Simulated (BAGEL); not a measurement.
# BClF2 (chlorodifluoroborane): HF/3-21G (density fitting with qzvpp-jkfit)

What is the vertical singlet–triplet gap of BClF2 (chlorodifluoroborane) at HF/3-21G (density fitting with qzvpp-jkfit)? 

Program for the calculation: BAGEL 1.2.2.

2 further runs of the same task are left out: 2 set aside as unsound or not needed. Runs told in other sessions of the task aren't counted.

## 1. The molecule

BClF2 has 4 atoms, charge 0, and is taken as a singlet. As SMILES, `FB(F)Cl`. Geometry: relaxed at PBE0-D4/def2-TZVP.

Bond lengths: F1–B2 1.310 Å, B2–F3 1.310 Å, B2–Cl4 1.740 Å. Angles: F1–B2–F3 119.0°, F1–B2–Cl4 120.5°, F3–B2–Cl4 120.5°.

## 2. The energy at HF/3-21G (density fitting with qzvpp-jkfit)

hf.json

```json
{ "bagel": [

{
  "title": "molecule",
  "basis": "3-21g",
  "df_basis": "qzvpp-jkfit",
  "angstrom": true,
  "geometry": [
    { "atom": "F", "xyz": [      -0.173700,      -1.254300,      -0.546300 ] },
    { "atom": "B", "xyz": [      -0.067100,      -0.041300,      -0.062000 ] },
    { "atom": "F", "xyz": [      -1.011600,       0.830100,      -0.317700 ] },
    { "atom": "Cl", "xyz": [       1.307900,       0.405300,       0.905700 ] }
  ]
},

{ "title": "hf" },

{ "title": "print", "file": "orbitals.molden", "orbitals": true }

]}
```

The run is started by

```bash
$ BAGEL_NUM_THREADS=1 BAGEL hf.json > hf.out
```

The program printed:

```text
* using 1 threads per process

  ===============================================================
  ===============================================================

  *** Geometry ***

  { "atom" : "F", "xyz" : [     -0.328245,     -2.370283,     -1.032357 ] },
  { "atom" : "B", "xyz" : [     -0.126801,     -0.078046,     -0.117163 ] },
  { "atom" : "F", "xyz" : [     -1.911647,      1.568662,     -0.600366 ] },
  { "atom" : "Cl", "xyz" : [      2.471573,      0.765906,      1.711525 ] },

  Number of auxiliary basis functions:      357

  Since a DF basis is specified, we compute 2- and 3-index integrals:
    o Being stored without compression. Storage requirement is 0.005 GB

  Number of basis functions:       40
  Number of electrons      :       40

    * METHOD: MOLECULE                             0.07

  *** RHF ***

  === Nuclear Repulsion ===
   142.1363007535

      * DIIS with orbital gradients will be used.

  === RHF iteration (3-21g) ===
      0       -679.68406587          0.03270351           0.02
      1       -679.78650457          0.01856934           0.02
      2       -679.81948907          0.00108395           0.02
      3       -679.81976718          0.00024102           0.02
      4       -679.81978468          0.00004367           0.02
      5       -679.81978530          0.00000878           0.02
      6       -679.81978533          0.00000148           0.02
      7       -679.81978533          0.00000033           0.02
      8       -679.81978533          0.00000011           0.02
      9       -679.81978533          0.00000004           0.02
     10       -679.81978533          0.00000001           0.01
     11       -679.81978533          0.00000000           0.02
    * SCF iteration converged.

    * Permanent dipole moment:
           (    0.119781,     0.038612,     0.084064) a.u.

    * METHOD: HF                                   0.24

    * METHOD: PRINT                                0.00

  ===============================================================
```

It took 0.48 s on 1 thread of Arm Neoverse V2, shared host.

## 3. The triplet at the same level

hf.json

```json
{ "bagel" : [

{
  "title" : "molecule",
  "basis" : "3-21g",
  "df_basis" : "qzvpp-jkfit",
  "angstrom" : true,
  "geometry" : [
    { "atom" : "F", "xyz" : [      -0.173700,      -1.254300,      -0.546300 ] },
    { "atom" : "B", "xyz" : [      -0.067100,      -0.041300,      -0.062000 ] },
    { "atom" : "F", "xyz" : [      -1.011600,       0.830100,      -0.317700 ] },
    { "atom" : "Cl", "xyz" : [       1.307900,       0.405300,       0.905700 ] }
  ]
},

{ "title" : "uhf", "nopen" : 2 },

{ "title" : "print", "file" : "orbitals.molden", "orbitals" : true }

]}
```

The run is started by

```bash
$ BAGEL_NUM_THREADS=1 BAGEL hf.json > hf.out
```

The program printed:

```text
* using 1 threads per process

  ===============================================================
  ===============================================================

  *** Geometry ***

  { "atom" : "F", "xyz" : [     -0.328245,     -2.370283,     -1.032357 ] },
  { "atom" : "B", "xyz" : [     -0.126801,     -0.078046,     -0.117163 ] },
  { "atom" : "F", "xyz" : [     -1.911647,      1.568662,     -0.600366 ] },
  { "atom" : "Cl", "xyz" : [      2.471573,      0.765906,      1.711525 ] },

  Number of auxiliary basis functions:      357

  Since a DF basis is specified, we compute 2- and 3-index integrals:
    o Being stored without compression. Storage requirement is 0.005 GB

  Number of basis functions:       40
  Number of electrons      :       40

    * METHOD: MOLECULE                             0.07

  *** Open-shell HF ***

  === Nuclear Repulsion ===
   142.1363007535

      * DIIS with orbital gradients will be used.

  === UHF iteration (3-21g) ===
      0       -679.34830010          0.06459620           0.03
      1       -679.46443003          0.03729243           0.03
      2       -679.49266891          0.02078419           0.03
      3       -679.50407181          0.00116791           0.03
      4       -679.50449147          0.00030625           0.03
      5       -679.50453699          0.00012076           0.03
      6       -679.50454782          0.00001713           0.03
      7       -679.50454846          0.00000918           0.03
      8       -679.50454872          0.00000496           0.03
      9       -679.50454875          0.00000321           0.03
     10       -679.50454876          0.00000226           0.03
     11       -679.50454877          0.00000169           0.03
     12       -679.50454877          0.00000068           0.03
     13       -679.50454877          0.00000022           0.03
     14       -679.50454877          0.00000010           0.03
     15       -679.50454877          0.00000004           0.03
     16       -679.50454877          0.00000002           0.03
     17       -679.50454877          0.00000001           0.03
     18       -679.50454877          0.00000001           0.03
    * SCF iteration converged.

    * S^2 (UHF) is 2.0067

    * Permanent dipole moment:
           (   -1.670496,    -0.542948,    -1.175125) a.u.

    * METHOD: UHF                                  0.57

    * METHOD: PRINT                                0.00

  ===============================================================
```

Run time: 0.8 s. Hardware: 1 thread of Arm Neoverse V2, shared host.

## 4. What came out

Level: HF/3-21G (density fitting with qzvpp-jkfit).

| quantity | value |
| --- | --- |
| singlet: total energy | -679.81979 Eh |
| singlet: dipole moment | 0.38 D |
| singlet: HOMO energy | -13.67 eV |
| singlet: LUMO energy | 3.85 eV |
| singlet: HOMO–LUMO gap | 17.52 eV |
| triplet: total energy | -679.50455 Eh |
| triplet: dipole moment | 5.37 D |
| triplet: ⟨S²⟩ | 2.007 |
| vertical energy of the triplet above the singlet | 8.578 eV |

What this shows: At this shape the triplet lies 8.58 eV (828 kJ/mol) above the singlet.
